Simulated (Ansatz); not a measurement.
**MnPt2 in Ansatz: the effect of functional**

The system is MnPt2.

```xyz
3
Lattice="2.8960 0.0000 0.0000 -1.4480 2.5080 0.0000 0.0000 0.0000 6.6185" Properties=species:S:1:pos:R:3 pbc="T T T"
Pt    1.4480    0.8360    2.0928
Pt    0.0000    1.6720    4.5257
Mn    0.0000    0.0000    0.0000
```

The cell comes from a database or a generator and needn't be the stable form of this composition.

The cell isn't the ideal one: volume scaled by 1.04.

Alike in all runs:

| Quantity | Value |
| --- | --- |
| Program | Ansatz 0.2.0 |
| Task | single point |
| Potentials or basis | Ansatz PAW |
| k mesh | 11 × 11 × 4 |
| Occupations | fermi-dirac, width 0.05 eV |
| Spin | collinear spin, ferromagnetic start |
| Starting moments | [0.0, 0.0, 4.0] μB |

```csv
functional,cutoff,pressure (GPa),moment (μB),largest force (eV/Å)
LDA,420 eV (not typed: the program's choice for these potentials),-20.5,4.49,0.16
PBEsol,420 eV (not typed: the program's choice for these potentials),-14.9,4.63,0.05
r2SCAN,500 eV (not typed: the program's choice for these potentials),?,?,?
```

Question: What does the run with functional r2SCAN give?

Answer: Pressure -9.1 GPa; moment 4.83 μB; largest force 0.05 eV/Å.

Caveats: the PAW data sets come from PBE, with cores solved anew for the run's functional, which leaves a small shift of forces and pressure; the magnetic or orbital state may not be the lowest (some runs).

Runs at the PBE level aren't shown here.
